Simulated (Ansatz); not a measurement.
# CH₅AsOSi: one species, many methods

An exercise on one series of results from a longer session: the logs are not shown, and one member is left open.

Method: functionals in def2-TZVPP, the program's frozen cores in correlated methods; program: Ansatz 0.2.0, Gaussian basis.

Plan: PBE-D4, r2SCAN-D4, PBE0-D4, B3LYP-D4, ωB97X-V, ωB97M-V, B2PLYP; CCSD(T)/def2-TZVPP; MP2/def2-QZVPP; extrapolation to the limit.

### The geometry

The geometry comes from an earlier relaxation with PBE0-D4 in a triple-zeta def2 set; it is a stationary point, not always the lowest conformer.

9 atoms, charge 0, spin multiplicity 1.

Atoms are counted from 1 here; the program's logs count them from 0.

Bond lengths: C1–O2 1.427 Å, C1–As4 2.035 Å, C1–H5 1.093 Å, C1–H6 1.091 Å, O2–Si3 1.665 Å, Si3–As4 2.358 Å, Si3–H7 1.486 Å, Si3–H8 1.488 Å, As4–H9 1.525 Å. Angles: O2–C1–As4 105.2°, O2–C1–H5 110.4°, O2–C1–H6 110.8°, As4–C1–H5 109.3°, As4–C1–H6 111.5°, H5–C1–H6 109.5°, C1–O2–Si3 102.7°, O2–Si3–As4 85.4°, O2–Si3–H7 113.0°, O2–Si3–H8 112.3°, As4–Si3–H7 119.6°, As4–Si3–H8 116.7°, H7–Si3–H8 108.2°, C1–As4–Si3 66.4°, C1–As4–H9 93.1°, Si3–As4–H9 89.9°.

The first run:

in.yaml reads:

```yaml
crystal:
  periodic: [false, false, false]
  atoms:
    - {symbol: C, position_ang: [-0.321389, 0.978780, -0.640540]}
    - {symbol: O, position_ang: [0.792656, 0.124251, -0.893520]}
    - {symbol: Si, position_ang: [0.510073, -1.159357, 0.128347]}
    - {symbol: As, position_ang: [-1.333535, 0.097756, 0.889434]}
    - {symbol: H, position_ang: [-0.969260, 1.030280, -1.518781]}
    - {symbol: H, position_ang: [0.012695, 1.982351, -0.374106]}
    - {symbol: H, position_ang: [1.644427, -1.429187, 1.049867]}
    - {symbol: H, position_ang: [0.204782, -2.413162, -0.612466]}
    - {symbol: H, position_ang: [-0.451849, 0.742085, 1.954564]}
basis:
  gaussian: {orbitals: def2-TZVPP}
hamiltonian: {xc: pbe, dispersion: d4}
output: {forces: true, orbitals: {seedname: orbitals}}
```

On the command line:

```console
$ ansatz run in.yaml --threads 4 --pin off --events-out ev --progress --plain --max-ram 10444MiB
```

Among the steps run: PBE-D4 (GGA); r2SCAN-D4 (meta-GGA); PBE0-D4 (hybrid); B3LYP-D4 (hybrid); ωB97X-V (range-separated); ωB97M-V (range-separated); B2PLYP (double hybrid); CCSD(T) in def2-TZVPP; MP2 in def2-QZVPP.

One of the session's tables, all rows but one given; the rest of the session is left out.

| method | atomisation energy (kJ/mol) |
| --- | --- |
| PBE-D4 | 3054.0 |
| r2SCAN-D4 | ? |
| PBE0-D4 | 2993.6 |
| B3LYP-D4 | 3004.9 |
| ωB97X-V | 3037.1 |
| ωB97M-V | 3010.7 |
| B2PLYP | 2963.9 |
| HF/def2-TZVPP | 2072.8 |
| MP2/def2-TZVPP | 2950.9 |
| CCSD/def2-TZVPP | 2867.4 |
| CCSD(T)/def2-TZVPP | 2919.9 |
| MP2/CBS | 3039.8 |
| CCSD(T)/CBS | 3008.9 |

Estimate the missing values for r2SCAN-D4.

As computed: atomisation energy (kJ/mol): 3012.8. In the column «atomisation energy (kJ/mol)» it lies between ωB97M-V (3010.7) and ωB97X-V (3037.1).

Among the levels timed on like hardware and quicker than the yardstick, those that no quicker one beats, quickest first: PBE-D4 (3.6 s, +45.1 kJ/mol); PBE0-D4 (5.5 s, -15.3 kJ/mol); B3LYP-D4 (7 s, -4.0 kJ/mol); r2SCAN-D4 (8 s, +4.0 kJ/mol); ωB97M-V (18 s, +1.8 kJ/mol).

B2PLYP carry no dispersion term (for B3LYP, D4 adds 35.3 kJ/mol).
